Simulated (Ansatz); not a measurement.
What does this script print? It uses Ansatz's Python interface.

Script `cas_c2h2se.py`:
```python
"""Static correlation in C2H2Se: natural occupations of an active space."""

import ansatz as az

geometry_ang = [
    ("C", (0.5193, -0.5128, -0.1792)),
    ("C", (-0.4131, 0.4258, 0.1515)),
    ("Se", (-1.8048, 1.6899, 0.6748)),
    ("H", (1.3956, -0.1756, -0.8001)),
    ("H", (0.3529, -1.5009, 0.1116)),
]
system = az.Crystal.molecule()
for symbol, xyz in geometry_ang:
    system = system.atom(symbol, xyz)

model = system.calculation().basis(gaussian="def2-SVP").correlation(active_electrons=4, active_orbitals=4)
for method in ["sc_nevpt2"]:
    report = (model if method is None else model.correlation(method)).run(threads=1).report
    space = report["configurations"]
    state = space["states"][0]
    print(method or "casscf", f"total {report['free_energy_ev'] / 27.211386246:.6f} Ha, active-space state {state['energy']['hartree']:.6f} Ha, mean field {report['reference_energy_ev'] / 27.211386246:.6f} Ha")
    print("  determinants", state["n_determinants"], " natural occupations", [round(n, 3) for n in space["natural_occupations"]])
print("effectively unpaired electrons, sum of min(n, 2 - n):", round(sum(min(n, 2 - n) for n in space["natural_occupations"]), 3))
```

```console
$ python cas_c2h2se.py
Warning: the results are in doubt because another end's mean lies 0.091 eV lower, and its corrected mean 0.107 eV higher
RunWarning: the results are in doubt because another end's mean lies 0.091 eV lower, and its corrected mean 0.107 eV higher
sc_nevpt2 total -2476.777961 Ha, active-space state -2476.336904 Ha, mean field -2476.278981 Ha
  determinants 36  natural occupations [1.906, 1.858, 0.142, 0.094]
effectively unpaired electrons, sum of min(n, 2 - n): 0.472
```
(Warnings from the package without file and line.)

Total energies depend on the basis set; only differences at equal settings carry meaning. The geometry is a force-field or estimated start, not a minimum of this method, and the basis set is short of its limit. The active space starts as a window about the frontier orbitals and is then optimised, not chosen by chemistry. A lower CASSCF solution was found and passed over, so the printed active-space state isn't the lowest. Hardware and time: 5.4 s on 1 thread of Intel(R) Xeon(R) Platinum 8488C (Sapphire Rapids), with other jobs on the host, peak memory 0.21 GiB.

(Lines on the test bed's own set-up are left out of the output.)
